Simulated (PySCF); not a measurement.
The system is C2F3H3, in a box.

```xyz
8
Lattice="13.0000 0.0000 0.0000 0.0000 12.0000 0.0000 0.0000 0.0000 13.0000" Properties=species:S:1:pos:R:3 pbc="T T T"
C     5.8075    5.7767    7.1019
C     6.9805    6.0281    6.2067
F     8.1157    5.5361    6.7243
F     6.8181    5.4599    5.0027
F     7.1771    7.3384    6.0005
H     5.9813    6.2539    8.0653
H     5.6849    4.7035    7.2416
H     4.9103    6.1913    6.6444
```

Base run:

- Program: PySCF 2.14.0
- Functional: RPBE
- Dispersion: D3(BJ)
- Potentials or basis: cc-pvdz (all-electron)
- k mesh: 1 × 1 × 1
- Occupations: fixed
- Spin: no spin polarisation

Its results: gap between the frontier levels 9.95 eV.

**Question.** After a change of settings the same cell gave: gap between the frontier levels 10.30 eV. Which change was it?
A. functional from RPBE to B97-D; dispersion from D3(BJ) to D3
B. functional from RPBE to PBE; dispersion from D3(BJ) to none
C. functional from RPBE to PBEsol0; dispersion from D3(BJ) to none
D. functional from RPBE to LDA; dispersion from D3(BJ) to none

**Answer.** A.

Caveats: this is a molecule in a periodic box at the Γ point, so its band gap is the HOMO-LUMO gap; the basis of atomic orbitals isn't converged, which shifts pressures, moduli and gaps.
